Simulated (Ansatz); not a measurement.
Predict the output of the script below (the Python package of Ansatz (0.2.0)).

`bands.py`
```python
"""Band structure of AlRu."""

import sys
import warnings

import ansatz as az
from ase import Atoms
import numpy as np
from pymatgen.core import Structure

warnings.simplefilter("ignore", az.DeckWarning)

atoms = Atoms(
    ["Al", "Ru"],
    scaled_positions=[
        [0.0, 0.0, 0.0],
        [0.5, 0.5, 0.5],
    ],
    cell=[
        [2.9916, 0.0, 0.0],
        [0.0, 2.9916, 0.0],
        [0.0, 0.0, 2.9916],
    ],
    pbc=True,
)
xtal = az.Crystal.from_ase(atoms)

# high-symmetry points in fractions of the reciprocal vectors
path = [
    ("G", (0.0, 0.0, 0.0)),
    ("X", (0.0, 0.5, 0.0)),
    ("M", (0.5, 0.5, 0.0)),
    ("G", (0.0, 0.0, 0.0)),
    ("R", (0.5, 0.5, 0.5)),
    ("X", (0.0, 0.5, 0.0)),
]
setup = (
    xtal.calculation()
    .occupations("fermi_dirac", width=0.05)
    .basis(470)
    .pseudopotentials("paw")
    .functional("PBEsol")
    .kpoints(11)
    .band_structure([point for _, point in path], intervals=6)
    .scf(extra_bands=8)
)
try:
    done = setup.run(threads=1)
except az.NonConvergedError as error:
    sys.exit(f"no convergence: {error}")
except az.RefusalError as error:
    sys.exit(f"input refused: {error}")
report = done.report

energy = report["free_energy_ev"]
print("F of the AlRu cell: {:.6f} eV = {:.6f} Ry = {:.6f} Ha".format(energy, energy / 13.605693, energy / 27.211386))
print("Fermi level {:.4f} eV, {} k-points, {} symmetry operations".format(report["fermi_energy_ev"], report["n_kpoints"], report["n_symmetry_ops"]))

final = Structure(done.lattice.cell_ang, [s.symbol for s in done.lattice.sites], [s.position_frac for s in done.lattice.sites])
# count neighbours out to a fixed multiple of the shortest distance
for index, (site, neighbours) in enumerate(zip(final, final.get_all_neighbors(5.5))):
    first = min(n.nn_distance for n in neighbours)
    shell = [n for n in neighbours if n.nn_distance < 1.1 * first]
    mean = sum(n.nn_distance for n in shell) / len(shell)
    print(f"atom {index} {site.specie.symbol}: {len(shell)} neighbours within 1.1 of the shortest distance, mean {mean:.3f} A")

bands = done.band_structure()
fermi = bands.fermi_energy_ev
print(f"zero of the bands: {fermi:.3f} eV, the Fermi level found on the SCF mesh")
for spin, channel in enumerate(bands.channels):
    levels = channel.eigenvalues_ev - fermi
    crossing = [b for b in range(levels.shape[1]) if levels[:, b].min() < 0 < levels[:, b].max()]
    print(f"channel {spin}: bands that cross the Fermi level on this path:", [b + 1 for b in crossing] or "none")
    shown = crossing or sorted(np.argsort(np.abs(levels).min(axis=0))[:2])
    for k, row in zip(bands.kpoints_frac, levels[:, shown]):
        print(f"{k[0]:7.3f} {k[1]:7.3f} {k[2]:7.3f}  ", " ".join(f"{e:8.3f}" for e in row))
```

```console
$ python bands.py
F of the AlRu cell: -6342.302063 eV = -466.150608 Ry = -233.075304 Ha
Fermi level 15.9852 eV, 56 k-points, 48 symmetry operations
atom 0 Al: 8 neighbours within 1.1 of the shortest distance, mean 2.591 A
atom 1 Ru: 8 neighbours within 1.1 of the shortest distance, mean 2.591 A
zero of the bands: 15.985 eV, the Fermi level found on the SCF mesh
channel 0: bands that cross the Fermi level on this path: [8, 9, 10]
  0.000   0.000   0.000      0.190    0.190    0.190
  0.000   0.083   0.000      0.024    0.024    0.207
  0.000   0.167   0.000     -0.378   -0.378    0.252
  0.000   0.250   0.000     -0.842   -0.842    0.315
  0.000   0.333   0.000     -1.242   -1.242    0.379
  0.000   0.417   0.000     -1.506   -1.506    0.427
  0.000   0.500   0.000     -1.597   -1.597    0.445
  0.083   0.500   0.000     -1.615   -1.570    0.310
  0.167   0.500   0.000     -1.635   -1.495   -0.033
  0.250   0.500   0.000     -1.604   -1.388   -0.450
  0.333   0.500   0.000     -1.512   -1.277   -0.822
  0.417   0.500   0.000     -1.407   -1.193   -1.073
  0.500   0.500   0.000     -1.361   -1.161   -1.161
  0.417   0.417   0.000     -1.446   -1.130   -1.079
  0.333   0.333   0.000     -1.636   -1.016   -0.848
  0.250   0.250   0.000     -1.662   -0.776   -0.520
  0.167   0.167   0.000     -1.004   -0.407   -0.174
  0.083   0.083   0.000     -0.153   -0.004    0.091
  0.000   0.000   0.000      0.190    0.190    0.190
  0.083   0.083   0.083     -0.218   -0.087   -0.087
  0.167   0.167   0.167     -1.030   -0.830   -0.830
  0.250   0.250   0.250     -1.365   -1.292   -1.292
  0.333   0.333   0.333     -0.500   -0.500   -0.298
  0.417   0.417   0.417      0.776    0.776    2.164
  0.500   0.500   0.500      1.623    1.623    2.604
  0.417   0.500   0.417      0.808    1.162    3.079
  0.333   0.500   0.333     -0.411   -0.221    2.072
  0.250   0.500   0.250     -1.440   -1.079    0.726
  0.167   0.500   0.167     -2.189   -0.556   -0.446
  0.083   0.500   0.083     -1.891   -1.282    0.166
  0.000   0.500   0.000     -1.597   -1.597    0.445
```

What to keep in mind:
- Absolute energies stand on the zero of these potentials, so only differences at equal settings mean something. A total without «per atom» is that of the whole cell that was run.
- The run is spin-unpolarised.
- The zero of the levels is a convention of the potentials, so an absolute Fermi energy is no work function.
- The starting cell is as deposited in a crystallographic database; the results hold for this polymorph, which needn't be the stable one.
- Levels are Kohn-Sham eigenvalues on this mesh, without spin-orbit coupling.
- It ran for 2.2 s on 1 thread of Arm Neoverse V2, on a shared host, peak memory 0.37 GiB.
